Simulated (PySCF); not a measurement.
# Sc: excitation energy in aug-cc-pVTZ

Aim: the excitation energy of scandium from differences of total energies, at each level of theory, and how far each lands from the tabulated value where there is one.

Method: unrestricted determinants in a Gaussian basis, no spin-orbit coupling in the energies. Code: PySCF 2.14.0.

## Step 1: The system

| Quantity | Value |
| --- | --- |
| Element | scandium (Z = 21) |
| Basis | aug-cc-pVTZ (8s7p5d3f2g, 93 functions) |
| Hamiltonian | no relativity, point nucleus |
| State 1 | Sc: [Ar] 4s2 4p1, 2P determinant (an excited configuration) |
| Needed too, but not shown | Sc [Ar] 3d1 4s2 (2D) |
| Methods | UHF, LDA, PBE, PBE0, r2SCAN, PW91, B3LYP, r2SCANh, wB97X, MP2 |
| Core shells frozen in the correlated runs | valence: [Ar] (for Sc) |

Outer shells as boxes (Hund's rule):

Sc [Ar] 4s2 4p1
```
[Ar] core
4s [↑↓]
4p [↑ ][  ][  ]
```

One driver process ran all states and methods and kept the integrals in memory. Each run is shown as a PySCF script that sums up its settings (the driver passes frozen orbitals as a list and adds second-order terms of double hybrids); the logs are those of the runs themselves. The driver starts from symmetry-adapted Hartree-Fock orbitals, holds the occupation by maximum overlap and uses a logarithmic radial grid for functionals, so a plain start would take other cycles.

The integrals over 93 functions and the set-up took 1.4 s of CPU time.

## Step 2: Sc [Ar] 4s2 4p1: the ladder of methods

UHF:

input.py reads:

```python
from pyscf import gto, scf, dft, mp, cc
import basis_set_exchange as bse
mol = gto.M(atom="Sc 0 0 0", charge=0, spin=1, symmetry="D2h",
            basis=gto.basis.parse(bse.get_basis("aug-cc-pVTZ", elements=["Sc"], fmt="nwchem")))
mf = scf.UHF(mol)
mf.irrep_nelec = {'Ag': (4, 4), 'B1u': (2, 2), 'B2u': (3, 2), 'B3u': (2, 2)}
mf.kernel()
```

LDA:

input.py, as changed from the run before:

```diff
@@ -4,3 +4,3 @@
             basis=gto.basis.parse(bse.get_basis("aug-cc-pVTZ", elements=["Sc"], fmt="nwchem")))
-mf = scf.UHF(mol)
+mf = dft.UKS(mol, xc="LDA,VWN")
 mf.irrep_nelec = {'Ag': (4, 4), 'B1u': (2, 2), 'B2u': (3, 2), 'B3u': (2, 2)}
```

PBE:

input.py, as changed from the run before:

```diff
@@ -4,3 +4,3 @@
             basis=gto.basis.parse(bse.get_basis("aug-cc-pVTZ", elements=["Sc"], fmt="nwchem")))
-mf = dft.UKS(mol, xc="LDA,VWN")
+mf = dft.UKS(mol, xc="PBE")
 mf.irrep_nelec = {'Ag': (4, 4), 'B1u': (2, 2), 'B2u': (3, 2), 'B3u': (2, 2)}
```

PBE0:

input.py, as changed from the run before:

```diff
@@ -4,3 +4,3 @@
             basis=gto.basis.parse(bse.get_basis("aug-cc-pVTZ", elements=["Sc"], fmt="nwchem")))
-mf = dft.UKS(mol, xc="PBE")
+mf = dft.UKS(mol, xc="PBE0")
 mf.irrep_nelec = {'Ag': (4, 4), 'B1u': (2, 2), 'B2u': (3, 2), 'B3u': (2, 2)}
```

r2SCAN:

input.py, as changed from the run before:

```diff
@@ -4,3 +4,3 @@
             basis=gto.basis.parse(bse.get_basis("aug-cc-pVTZ", elements=["Sc"], fmt="nwchem")))
-mf = dft.UKS(mol, xc="PBE0")
+mf = dft.UKS(mol, xc="R2SCAN")
 mf.irrep_nelec = {'Ag': (4, 4), 'B1u': (2, 2), 'B2u': (3, 2), 'B3u': (2, 2)}
```

PW91:

input.py, as changed from the run before:

```diff
@@ -4,3 +4,3 @@
             basis=gto.basis.parse(bse.get_basis("aug-cc-pVTZ", elements=["Sc"], fmt="nwchem")))
-mf = dft.UKS(mol, xc="R2SCAN")
+mf = dft.UKS(mol, xc="PW91,PW91")
 mf.irrep_nelec = {'Ag': (4, 4), 'B1u': (2, 2), 'B2u': (3, 2), 'B3u': (2, 2)}
```

B3LYP:

input.py, as changed from the run before:

```diff
@@ -4,3 +4,3 @@
             basis=gto.basis.parse(bse.get_basis("aug-cc-pVTZ", elements=["Sc"], fmt="nwchem")))
-mf = dft.UKS(mol, xc="PW91,PW91")
+mf = dft.UKS(mol, xc="B3LYP")
 mf.irrep_nelec = {'Ag': (4, 4), 'B1u': (2, 2), 'B2u': (3, 2), 'B3u': (2, 2)}
```

r2SCANh:

input.py, as changed from the run before:

```diff
@@ -4,3 +4,3 @@
             basis=gto.basis.parse(bse.get_basis("aug-cc-pVTZ", elements=["Sc"], fmt="nwchem")))
-mf = dft.UKS(mol, xc="B3LYP")
+mf = dft.UKS(mol, xc="HYB_MGGA_XC_R2SCANH")
 mf.irrep_nelec = {'Ag': (4, 4), 'B1u': (2, 2), 'B2u': (3, 2), 'B3u': (2, 2)}
```

wB97X:

input.py, as changed from the run before:

```diff
@@ -4,3 +4,3 @@
             basis=gto.basis.parse(bse.get_basis("aug-cc-pVTZ", elements=["Sc"], fmt="nwchem")))
-mf = dft.UKS(mol, xc="HYB_MGGA_XC_R2SCANH")
+mf = dft.UKS(mol, xc="WB97X")
 mf.irrep_nelec = {'Ag': (4, 4), 'B1u': (2, 2), 'B2u': (3, 2), 'B3u': (2, 2)}
```

## Step 3: Sc [Ar] 4s2 4p1, continued

MP2 (valence):

Edit input.py of step 2 so:

```diff
@@ -4,4 +4,5 @@
             basis=gto.basis.parse(bse.get_basis("aug-cc-pVTZ", elements=["Sc"], fmt="nwchem")))
-mf = dft.UKS(mol, xc="WB97X")
+mf = scf.UHF(mol)
 mf.irrep_nelec = {'Ag': (4, 4), 'B1u': (2, 2), 'B2u': (3, 2), 'B3u': (2, 2)}
 mf.kernel()
+mp.UMP2(mf, frozen=9).kernel()
```

What does the calculation give?

The runs gave:

| quantity | value |
| --- | --- |
| excitation energy, Sc → [Ar] 4s2 4p1 | UHF 2.997, MP2 (valence) 2.935 eV; reference 2.319 |

Accuracy by level (over 1 difference):

```csv
method,mean absolute miss against the measured value (with the measured fine structure taken into account where it is known) (eV)
UHF,0.678
LDA,1.602
PBE,1.553
PW91,1.621
B3LYP,1.495
r2SCANh,1.608
wB97X,1.295
MP2 (valence),0.615
SCS-MP2 (valence),0.583
```

What this shows: SCS-MP2 (valence) lands nearest to the measured value (off by 0.58 eV); PW91 misses by most (1.62 eV). PBE is off by +1.55 eV. All values hold for this basis alone; no basis-set limit was taken.
